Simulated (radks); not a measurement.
# Rh⁴⁺ in [Kr] 4d5: an all-electron calculation

An exercise on one series of results from a longer session: the logs are not shown, and one member is left open.

Program: radks (a radial shooting solver on a logarithmic mesh, Libxc functionals) version 1. Level of theory: scalar-relativistic Kohn-Sham, SCAN, spin-polarised, spherical densities, finite nucleus; open shells are filled with parallel spins first. These are calculated values, not measurements, unless marked.

**What is computed**

- element: rhodium (Z = 45)
- charge: +4
- electrons: 41
- configuration: [Kr] 4d5
- nuclear rms radius: 4.4945 fm

The outer shells:

Rh⁴⁺
```
[Kr] core
4d [↑ ][↑ ][↑ ][↑ ][↑ ]
```

Set-up of the first run:

Settings of this run:

```text
Z 45
configuration [Kr] 4d5
relativity scalar-relativistic
functional scan,scan
spin polarised
nucleus finite rms 4.4945 fm
c 137.035999084
```

The run is started by

```console
> python run_ks.py task.json out
```

All runs below come from this command, one after another.

One table of the session follows, with a row left open; its other results are not shown here.

It belongs to the step «Radial structure». From the orbitals of this run (lengths in bohr):

| level | <r> | outermost maximum (interpolated) | 90 % within | nodes |
| --- | --- | --- | --- | --- |
| 1s up | 0.03263 | 0.0212 | 0.0585 | 0 |
| 1s down | 0.03263 | 0.0212 | 0.0585 | 0 |
| 2s up | 0.1418 | 0.120 | 0.219 | 1 |
| 2s down | 0.1418 | 0.120 | 0.219 | 1 |
| 2p up | 0.1237 | 0.0958 | 0.201 | 0 |
| 2p down | 0.1237 | 0.0958 | 0.201 | 0 |
| 3s up | 0.3895 | 0.351 | 0.574 | 2 |
| 3s down | 0.3896 | 0.351 | 0.574 | 2 |
| 3p up | 0.3898 | 0.344 | 0.587 | 1 |
| 3p down | 0.3898 | 0.344 | 0.587 | 1 |
| 3d up | 0.3702 | 0.292 | 0.587 | 0 |
| 3d down | 0.3701 | 0.292 | 0.587 | 0 |
| 4s up | ? | ? | ? | ? |
| 4s down | 0.9659 | 0.875 | 1.40 | 3 |
| 4p up | 1.055 | 0.941 | 1.54 | 2 |
| 4p down | 1.049 | 0.932 | 1.54 | 2 |
| 4d up | 1.295 | 1.09 | 1.97 | 1 |
| 4d down | 1.296 | 1.08 | 1.99 | 1 |

Estimate the missing values for 4s up.

As computed: <r>: 0.9718; outermost maximum (interpolated): 0.883; 90 % within: 1.40; nodes: 3. In the column «<r>» it lies between 4s down (0.9659) and 4p down (1.049).

Caveats from the session: Open shells are spherical and high-spin; term and fine-structure splittings are not resolved.
